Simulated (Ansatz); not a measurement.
Geometry optimisation, DFT PBEsol, scalar-relativistic, plane waves, PAW in Ansatz.

Input file:

```yaml
crystal:
  lattice:
    - [6.32, 0.0, 0.0]
    - [0.0, 6.32, 0.0]
    - [0.0, 0.0, 6.32]
  atoms:
    - { symbol: W, position: [0.0024806, 0.0078777, -0.0024797] }
    - { symbol: W, position: [0.4962842, -0.0050463, 0.0006548] }
    - { symbol: W, position: [-0.0032616, 0.0100843, 0.4972919] }
    - { symbol: Mo, position: [0.2555838, 0.2608282, 0.2523224] }
    - { symbol: W, position: [0.5018459, 0.5067807, 8.08e-05] }
    - { symbol: W, position: [0.4952966, 0.0063898, 0.4977104] }
    - { symbol: W, position: [0.7498854, 0.2480328, 0.2566042] }
    - { symbol: W, position: [-0.0044286, 0.4998518, 0.5053132] }
    - { symbol: W, position: [0.2514907, 0.748666, 0.2453173] }
    - { symbol: W, position: [0.2495543, 0.2471759, 0.7476632] }
    - { symbol: W, position: [0.5029726, 0.5009784, 0.5004646] }
    - { symbol: W, position: [0.7494777, 0.7455639, 0.2551838] }
    - { symbol: W, position: [0.7523134, 0.2525744, 0.7486065] }
    - { symbol: W, position: [0.2539717, 0.7516244, 0.758632] }
    - { symbol: W, position: [0.7448327, 0.754239, 0.7478967] }
basis:
  ecutwfc: 420.0
kpoints:
  mp_grid: { grid: [3, 3, 3] }
hamiltonian:
  xc: pbesol
  pseudopotentials: { kind: paw, azcp: { folder: soft_1 } }
scf:
  occupations: { method: fermi_dirac, width: 0.15 }
  lower_state_search: "off"
relax:
  f_tol: 0.03
  max_steps: 60
  adjacent_minimum: "off"
```

Run as:

```bash
$ ansatz run input.yaml --threads 4 --pin off --max-ram 10240MiB --backend cpu --events-out ev --progress --plain --runs-dir out
```

**Question.** Where does it end, and by what steps?

**Answer.** It converged. The force dipped under the threshold on the way, but the program's further checks kept it going. Limits of this set-up: coarse k mesh, PAW files made for another functional, a small cell, in which the defect meets its images, a typed lattice constant that wasn't relaxed here. After 4 steps the energy has fallen by 0.332 eV; Mo4 moved furthest, 0.07 Å.

```csv
step,energy less start (eV),largest force component (eV/Å),accepted
0,0.0000,1.097,yes
1,0.6593,1.821,no
2,-0.3297,0.152,yes
3,-0.3319,0.022,yes
4,-0.3319,0.022,yes
```

```xyz
15
Lattice="6.3200 0.0000 0.0000 0.0000 6.3200 0.0000 0.0000 0.0000 6.3200" Properties=species:S:1:pos:R:3
W 0.000 0.014 0.006
W 3.158 0.016 0.004
W -0.002 0.016 3.164
Mo 1.565 1.610 1.570
W 3.160 3.174 0.006
W 3.155 0.019 3.161
W 4.750 1.605 1.574
W 0.000 3.174 3.166
W 1.569 4.744 1.575
W 1.569 1.605 4.755
W 3.158 3.176 3.164
W 4.753 4.741 1.572
W 4.754 1.608 4.759
W 1.566 4.741 4.759
W 4.752 4.742 4.758
```

Whether the end is a true minimum wasn't checked by a vibrational analysis.

Time of the run: 58 s on 4 threads of Arm Neoverse V2, on a shared host, peak memory 1.1 GiB.
